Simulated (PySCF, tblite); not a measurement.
**C3H5B2FS2: geometry, infrared bands and NMR shifts**

Aim: predict the infrared bands and NMR shifts of C3H5B2FS2 (`BSB(C#C)SCF`).

Programs: tblite 0.8.0 and PySCF 2.14.0, with density-fitted response routines of our own. Each step states its level of theory. These are calculated values for one molecule in the gas phase, unless marked as measured. Atoms count from 0, in the outputs and in this text.

### Step 1. Starting geometry

13 atoms, charge 0, multiplicity 1; geometry from: force field or distance geometry start.

Bonds of the start (Å): B0–S1 1.90, S1–B2 1.88, B2–C3 1.54, C3–C4 1.22, B2–S5 1.87, S5–C6 1.82, C6–F7 1.38, B0–H8 1.18, B0–H9 1.16, C4–H10 1.06, C6–H11 1.12, C6–H12 1.12.

### Step 2. Optimising the geometry with GFN2-xTB

Job settings and geometry (Å):

```
{"job": {"kind": "relax", "xc": "GFN2-xTB", "basis": "xTB"}, "charge": 0, "multiplicity": 1}
B      2.703200    -1.624000    -0.243700
S      1.423200    -0.770900     0.877800
B      0.344000     0.213700    -0.298500
C      0.446100     1.754100    -0.304500
C      0.525400     2.967400    -0.266100
S     -1.036400    -0.677800    -1.194700
C     -2.504800    -0.520100    -0.123600
F     -3.518000    -1.185000    -0.776500
H      2.699300    -1.422900    -1.404400
H      3.420100    -2.374000     0.276400
H      0.607600     4.024300    -0.247700
H     -2.311400    -0.946900     0.891800
H     -2.802700     0.562500    -0.065200
```

Command:

```sh
> OMP_NUM_THREADS=1 python probes_run.py task.json out
```

The driver reads the jobs from task.json and runs them one after another.

Standard output:

```text
step      E/eV     max force
  0    -614.82713    2.231
  1    -614.99566    1.660
  2    -615.07776    2.419
  3    -615.11514    2.411
  4    -615.14699    0.470
  5    -615.16214    0.390
  6    -615.17576    0.291
  7    -615.18514    0.303
  8    -615.19809    0.304
  9    -615.21094    0.279
 10    -615.22176    0.224
 11    -615.23134    0.300
 12    -615.24204    0.310
 13    -615.25443    0.332
 14    -615.26877    0.399
 15    -615.28482    0.366
 16    -615.30141    0.379
 17    -615.31417    0.258
 18    -615.32222    0.247
 19    -615.32956    0.259
 20    -615.33898    0.302
 21    -615.35187    0.376
 22    -615.36791    0.342
 23    -615.38642    0.329
 24    -615.40956    0.377
 25    -615.44462    0.502
 26    -615.49666    0.648
 27    -615.54983    0.694
 28    -615.58619    0.996
 29    -615.51630    1.558
 30    -615.63998    0.437
 31    -615.65463    0.442
 32    -615.68379    0.417
 33    -615.71858    0.383
 34    -615.73351    0.272
 35    -615.75261    0.348
 36    -615.76952    0.359
 37    -615.77812    0.540
 38    -615.80184    0.249
 39    -615.81625    0.291
 40    -615.83034    0.272
 41    -615.83492    0.350
 42    -615.84074    0.250
 43    -615.84495    0.252
 44    -615.84984    0.175
 45    -615.85259    0.135
 46    -615.85468    0.123
 47    -615.85647    0.131
 48    -615.85825    0.141
 49    -615.85939    0.090
 50    -615.86024    0.086
 51    -615.86119    0.100
 52    -615.86261    0.120
 53    -615.86407    0.124
 54    -615.86520    0.086
 55    -615.86616    0.091
 56    -615.86720    0.094
 57    -615.86817    0.082
 58    -615.86894    0.057
 59    -615.86961    0.083
 60    -615.87038    0.099
 61    -615.87160    0.115
 62    -615.87329    0.127
 63    -615.87526    0.118
 64    -615.87728    0.126
 65    -615.87936    0.146
 66    -615.88154    0.147
 67    -615.88327    0.137
 68    -615.88472    0.106
 69    -615.88585    0.082
 70    -615.88697    0.091
 71    -615.88772    0.096
 72    -615.88858    0.080
 73    -615.88931    0.060
 74    -615.88992    0.055
 75    -615.89039    0.108
 76    -615.89078    0.094
 77    -615.89136    0.063
 78    -615.89215    0.068
 79    -615.89273    0.075
 80    -615.89341    0.072
 81    -615.89422    0.071
 82    -615.89546    0.108
 83    -615.89731    0.150
 84    -615.89984    0.175
 85    -615.90268    0.222
 86    -615.90211    0.384
 87    -615.90873    0.200
 88    -615.91223    0.151
 89    -615.91671    0.142
 90    -615.91969    0.140
 91    -615.92120    0.152
 92    -615.92306    0.155
 93    -615.92580    0.110
 94    -615.92736    0.103
 95    -615.92868    0.144
 96    -615.92944    0.145
 97    -615.93070    0.118
 98    -615.93255    0.067
 99    -615.93598    0.103
100    -615.93779    0.239
101    -615.94010    0.240
102    -615.94240    0.125
103    -615.94351    0.214
104    -615.94662    0.110
105    -615.94810    0.066
106    -615.94918    0.159
107    -615.95068    0.080
108    -615.95151    0.063
109    -615.95350    0.090
110    -615.95390    0.154
111    -615.95478    0.101
112    -615.95531    0.069
113    -615.95611    0.105
114    -615.95759    0.167
115    -615.95902    0.133
116    -615.96096    0.112
117    -615.96202    0.063
118    -615.96245    0.040
119    -615.96267    0.037
120    -615.96287    0.036
121    -615.96307    0.029
122    -615.96326    0.030
123    -615.96341    0.029
124    -615.96354    0.035
125    -615.96366    0.037
126    -615.96379    0.032
127    -615.96396    0.037
128    -615.96425    0.054
129    -615.96475    0.073
130    -615.96554    0.093
131    -615.96654    0.080
132    -615.96747    0.081
133    -615.96787    0.055
134    -615.96823    0.070
135    -615.96846    0.041
136    -615.96862    0.028
137    -615.96884    0.026
138    -615.96915    0.034
139    -615.96955    0.045
140    -615.96988    0.051
141    -615.97007    0.049
142    -615.97028    0.033
143    -615.97040    0.028
144    -615.97053    0.020
145    -615.97057    0.018
146    -615.97064    0.013
147    -615.97069    0.011
148    -615.97074    0.011
149    -615.97077    0.012
150    -615.97080    0.012
151    -615.97082    0.013
152    -615.97085    0.014
153    -615.97090    0.018
154    -615.97098    0.025
155    -615.97108    0.025
156    -615.97114    0.024
157    -615.97117    0.012
158    -615.97118    0.006
```

Run time: 1.9 s. Hardware: 1 thread of Arm Neoverse N1, shared host; peak memory 0.18 GiB.

Relaxation path: (not every step is listed)

```csv
step,energy from step 0 (eV),largest force (eV/Å)
0,0.0000,2.2314
1,-0.1685,1.6603
2,-0.2506,2.4195
3,-0.2880,2.4107
4,-0.3199,0.4700
5,-0.3350,0.3905
6,-0.3486,0.2905
7,-0.3580,0.3028
8,-0.3710,0.3037
22,-0.5408,0.3423
36,-0.9424,0.3591
50,-1.0331,0.0860
64,-1.0502,0.1256
78,-1.0650,0.0682
92,-1.0959,0.1546
106,-1.1220,0.1585
120,-1.1357,0.0360
134,-1.1411,0.0695
148,-1.1436,0.0115
153,-1.1438,0.0179
154,-1.1439,0.0253
155,-1.1440,0.0254
156,-1.1440,0.0236
157,-1.1440,0.0122
158,-1.1440,0.0060
```

Distances of close pairs at the start and the end, largest changes first:

```csv
bond,before (Å),after (Å),change (Å)
B0–S1,1.904,1.765,-0.138
B2–S5,1.872,1.800,-0.072
S1–B2,1.876,1.823,-0.052
B2–C3,1.544,1.501,-0.043
C6–H12,1.124,1.092,-0.032
C6–H11,1.118,1.092,-0.026
C6–F7,1.377,1.358,-0.018
C3–C4,1.216,1.206,-0.011
```

The next job starts from the end point, and lists it.

### Step 3. Harmonic vibrations with GFN2-xTB

Job settings and geometry (Å):

```
{"job": {"kind": "ir", "xc": "GFN2-xTB", "basis": "xTB"}, "charge": 0, "multiplicity": 1}
B      2.627220    -1.892641    -0.317379
S      2.403575    -0.141884    -0.280956
B      0.610176     0.178832    -0.211299
C      0.151748     1.608181    -0.200825
C     -0.262786     2.740385    -0.200260
S     -0.612239    -1.139579    -0.124999
C     -2.186814    -0.211663    -0.107784
F     -2.437884     0.369563    -1.309369
H      1.709090    -2.613303    -0.297784
H      3.728622    -2.273807    -0.359820
H     -0.603867     3.734972    -0.203669
H     -2.979941    -0.936452     0.089054
H     -2.151290     0.577882     0.646114
```

Standard output:

```text
mode    cm-1     km/mol
  1      43.1      2.07
  2      56.7      1.85
  3      67.4      3.65
  4     113.6      0.66
  5     157.1      2.44
  6     178.4      0.90
  7     204.6      4.69
  8     268.8      2.44
  9     286.3      0.58
 10     364.6     10.71
 11     402.1      2.24
 12     459.6     28.83
 13     466.2      9.86
 14     660.4      4.02
 15     688.3     28.74
 16     695.8      9.22
 17     790.9    118.74
 18     793.9     41.95
 19     805.7     57.73
 20     849.6    159.53
 21     892.8      1.72
 22    1033.7     91.13
 23    1072.6     89.01
 24    1162.4     75.69
 25    1188.9      3.29
 26    1252.0     29.42
 27    1390.7      1.67
 28    2192.7     48.73
 29    2652.9     65.69
 30    2708.4    101.60
 31    2963.3      9.07
 32    2978.4      3.03
 33    3369.1      1.48
```

Run time: 0.74 s. Hardware: 1 thread of Arm Neoverse N1, shared host; peak memory 0.18 GiB.

The strongest bands and the atoms that carry them (share of the mass-weighted mode):

```csv
cm⁻¹,km/mol,atoms
791,118.7,"H9 39 %, H8 36 %, B0 24 %"
806,57.7,"B2 37 %, H8 25 %, H9 17 %, B0 11 %"
850,159.5,"B2 44 %, H8 21 %, B0 10 %, S1 10 %"
1034,91.1,"C6 53 %, F7 38 %"
1073,89.0,"B2 73 %, C4 13 %"
1162,75.7,"H8 43 %, H9 42 %, B0 15 %"
2653,65.7,"H8 66 %, H9 30 %"
2708,101.6,"H9 62 %, H8 26 %, B0 11 %"
```

### Step 4. Nuclear shieldings: PBE0/pcSseg-1

Same as in step 3 but for these lines:

```diff
@@ -1,2 +1,2 @@
-{"job": {"kind": "ir", "xc": "GFN2-xTB", "basis": "xTB"}, "charge": 0, "multiplicity": 1}
+{"job": {"kind": "nmr", "xc": "PBE0", "basis": "pcSseg-1"}, "charge": 0, "multiplicity": 1}
 B      2.627220    -1.892641    -0.317379
```

Method: GIAO PBE0/pcSseg-1 NMR shielding, non-relativistic, gas phase.

Standard output:

```text
coarse grid: 12864 points
cycle   1  E = -1062.4770291940  dE =  9.615e-01  |g| = 5.321e-01  |ddm| = 3.443e+00
cycle   2  E = -1062.4452178208  dE =  3.181e-02  |g| = 7.148e-01  |ddm| = 9.653e-01
cycle   3  E = -1062.5338354538  dE = -8.862e-02  |g| = 8.965e-02  |ddm| = 4.876e-01
cycle   4  E = -1062.5347175224  dE = -8.821e-04  |g| = 5.957e-02  |ddm| = 9.775e-02
cycle   5  E = -1062.5355471776  dE = -8.297e-04  |g| = 2.214e-02  |ddm| = 5.381e-02
cycle   6  E = -1062.5356645923  dE = -1.174e-04  |g| = 3.181e-03  |ddm| = 1.797e-02
cycle   7  E = -1062.5356667248  dE = -2.132e-06  |g| = 1.034e-03  |ddm| = 3.774e-03
final grid: 118000 points
cycle   8  E = -1062.5919796294  dE = -3.938e-05  |g| = 8.779e-03  |ddm| = 3.505e-02
cycle   9  E = -1062.5919702474  dE =  9.382e-06  |g| = 1.083e-02  |ddm| = 1.847e-02
cycle  10  E = -1062.5919984816  dE = -2.823e-05  |g| = 7.224e-04  |ddm| = 1.075e-02
cycle  11  E = -1062.5919985763  dE = -9.465e-08  |g| = 2.874e-04  |ddm| = 8.017e-04
cycle  12  E = -1062.5919985926  dE = -1.637e-08  |g| = 9.619e-05  |ddm| = 2.790e-04
cycle  13  E = -1062.5919985940  dE = -1.356e-09  |g| = 6.082e-05  |ddm| = 1.062e-04
cycle  14  E = -1062.5919985950  dE = -9.863e-10  |g| = 7.999e-06  |ddm| = 5.141e-05
converged SCF energy = -1062.5919985950

GIAO shielding tensors (ppm)
atom      isotropic    diamagn.    paramagn.     s11        s22        s33       span
  0 B       30.334     196.220    -165.887    -35.263     -8.507    134.771    170.034
  1 S      351.237    1057.865    -706.628     68.363    229.489    755.859    687.496
  2 B       45.931     195.182    -149.252     -8.975     37.421    109.347    118.322
  3 C       95.461     258.364    -162.903     -7.197     -2.245    295.824    303.022
  4 C       57.834     260.747    -202.913      7.673     13.182    152.648    144.975
  5 S      349.955    1058.351    -708.396    118.126    363.116    568.623    450.497
  6 C       96.926     244.193    -147.267     54.664     89.651    146.464     91.800
  7 F      379.599     473.401     -93.802    315.189    360.711    462.897    147.709
  8 H       23.778      29.764      -5.985     17.765     24.096     29.474     11.709
  9 H       24.226      28.599      -4.374     19.487     26.146     27.045      7.558
 10 H       27.365      33.059      -5.694     24.012     25.132     32.950      8.938
 11 H       25.780      28.067      -2.288     20.598     25.918     30.823     10.225
 12 H       25.369      29.752      -4.383     22.298     24.946     28.863      6.565
```

Wall time 42 s (1 thread of Arm Neoverse N1, shared host); peak memory 0.79 GiB.

Shifts follow as δ = σ(reference) − σ, with reference shieldings (ppm) from runs at the same level and on the same kind of geometry: ¹H TMS 31.72, ¹³C TMS 186.9, ¹⁹F CFCl3 170.9, ¹¹B BF3·OEt2 100.1, ³³S CS2 504. The references are single molecules in the gas phase, so shifts against H2O, NH3, PH3, H3PO4 or CFCl3 are not on the usual liquid scales and can be off by tens of ppm. Atoms listed in one row are averaged.

| atoms | environment | σ (ppm) | δ (ppm) | δ scaled to CDCl3 |
| --- | --- | --- | --- | --- |
| C4 | terminal alkyne carbon | 57.8 | 129.1 | 124.1 |
| C3 | alkyne carbon | 95.5 | 91.5 | 87.4 |
| C6 | sp3 CH2 bonded to F and S | 96.9 | 90.0 | 81.5 |
| H8, H9 | hydrogen on a boron bonded to S | 24.00 | 7.71 | – |
| H11, H12 | hydrogen on an sp3 CH2 bonded to F and S | 25.57 | 6.14 | 5.90 |
| H10 | hydrogen on a terminal alkyne carbon | 27.36 | 4.35 | 4.21 |
| B0 | boron bonded to S, 2 H | 30.3 | 69.7 | – |
| B2 | boron bonded to C, 2 S | 45.9 | 54.1 | – |
| S5 | sulfur bonded to C, B | 350 | 154 | – |
| S1 | sulfur bonded to 2 B | 351 | 152 | – |
| F7 | fluorine on an sp3 carbon | 379.6 | -208.7 | – |

The scaled column applies a straight-line fit of computed shieldings to shifts measured in CDCl3, with any fitted terms for Cl, Br or S neighbours, and one for carbons that bear F (root-mean-square error 0.16 ppm for H, 1.9 ppm for C).

The run also stored atomic charges by several schemes (e):

```
atoms  Mulliken    IAO  Hirshfeld  ESP fit
   B0      0.03  -0.15       0.09     0.32
   S1     -0.24   0.14      -0.03    -0.26
   B2      0.48  -0.08       0.10     0.31
   C3     -0.12  -0.13      -0.12    -0.07
   C4     -0.20  -0.16      -0.05    -0.31
   S5     -0.16   0.12       0.01    -0.21
   C6      0.07  -0.04       0.02     0.11
   F7     -0.31  -0.30      -0.11    -0.19
```

Mayer bond orders: B0–S1 1.25, S1–B2 1.04, B2–C3 1.05, C3–C4 2.52, B2–S5 1.11, S5–C6 1.02, C6–F7 0.91.

### Step 5. Outcome

| quantity | value |
| --- | --- |
| strongest single infrared mode (GFN2-xTB) | 850 cm⁻¹, 160 km/mol |
| zero-point energy (GFN2-xTB) | 47.5 kcal/mol |
| ¹³C shifts against TMS (PBE0/pcSseg-1) | 129.1, 91.5, 90.0 ppm |
| ¹H shifts against TMS (PBE0/pcSseg-1, means over atoms taken as alike) | 7.71, 6.14, 4.35 ppm |
| ¹¹B shifts against BF3·OEt2 (PBE0/pcSseg-1) | 69.7, 54.1 ppm |
| ³³S shifts against CS2 (PBE0/pcSseg-1) | 154, 152 ppm |
| ¹⁹F shifts against CFCl3 (PBE0/pcSseg-1) | -208.7 ppm |

What this shows: The optimisation took 158 steps and gained 1.144 eV; among the close pairs (by a distance rule), B0–S1 changed most, from 1.904 to 1.765 Å. No mode is imaginary among the 33: a minimum at this level. The strongest single mode, at 850 cm⁻¹, is carried by B2, H8, B0, S1. GFN2-xTB is a fitted tight-binding method: band positions and strengths are rough. Its intensities can rank the bands wrongly. At PBE0/pcSseg-1: Shielding is most anisotropic at S1 (span 687 ppm, paramagnetic term -707 ppm).
